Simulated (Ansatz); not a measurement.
# V (Im-3m): equation of state

One table from this session's results is given with a row withheld; the runs are named, their logs left out.

Program: Ansatz 0.2.0. Level of theory: DFT PBE, scalar-relativistic, plane waves, PAW. These are calculated values, not measurements.

**Starting point**

It takes space group Im-3m (No. 229, cubic). The conventional cell has a = 2.997 Å, b = 2.997 Å, c = 2.997 Å, α = 90.00°, β = 90.00°, γ = 90.00°. V (site symmetry m-3m) has 8 V at 2.60 Å as nearest neighbours.

Structure file:

```cif
data_structure
_symmetry_space_group_name_H-M 'Im-3m'
_symmetry_Int_Tables_number 229
_cell_length_a 2.9968
_cell_length_b 2.9968
_cell_length_c 2.9968
_cell_angle_alpha 90.000
_cell_angle_beta 90.000
_cell_angle_gamma 90.000
_cell_volume 26.91
loop_
_atom_site_label
_atom_site_type_symbol
_atom_site_symmetry_multiplicity
_atom_site_Wyckoff_symbol
_atom_site_fract_x
_atom_site_fract_y
_atom_site_fract_z
_atom_site_occupancy
V1 V 2 a 0.00000 0.00000 0.00000 1
```

An earlier run at PBE left this cell at 13.456 Å³/atom and 0.01 GPa (20×20×20 mesh).

Volume factors to run: 0.980, 1.020, 0.960, 1.040.

Set-up of the first run:

input.yaml

```yaml
crystal:
  lattice:
    - [-1.4883285519, 1.4883285519, 1.4883285519]
    - [1.4883285519, -1.4883285519, 1.4883285519]
    - [1.4883285519, 1.4883285519, -1.4883285519]
  atoms:
    - { symbol: V, position: [0.0, 0.0, 0.0] }
basis:
  ecutwfc: 420
  ecutrho_ratio: 4
kpoints:
  mp_grid: { grid: [20, 20, 20] }
hamiltonian:
  xc: pbe
scf:
  occupations: { method: gaussian, width: 0.05 }
output:
  forces: true
  stress: true
  eigenvalues: true
```

Launch:

```
> ansatz run input.yaml --threads 1 --pin off --max-ram 2560MiB --backend cpu --events-out ev --progress --plain --runs-dir out
```

Steps of the session up to this table: Scaling the volume by 0.980; Volume × 1.020; Volume × 0.960; Volume × 1.040.

One of the session's tables, all rows but one given; the rest of the session is left out.

It belongs to the step «Energy and pressure against volume». 

```
volume (Å³/atom)  energy (meV/atom)  pressure (GPa)
          12.918              13.08            8.08
          13.187               3.16            3.85
          13.456               0.00            0.01
          13.726                  ?               ?
          13.995              11.51           -6.65
```

Estimate the missing values for volume (Å³/atom) = 13.726.

Worked estimate for «energy (meV/atom)». A straight line through the neighbours (13.456, 0.00) and (13.995, 11.51) gives 0.00 + (11.51 − 0.00) × (13.726 − 13.456) / (13.995 − 13.456) = 5.77; a parabola fitted to 3 rows on both sides gives 2.79.

**Answer.** energy (meV/atom): 2.98; pressure (GPa): -3.48. In «energy (meV/atom)» the line misses by +2.79 and the parabola by -0.19.
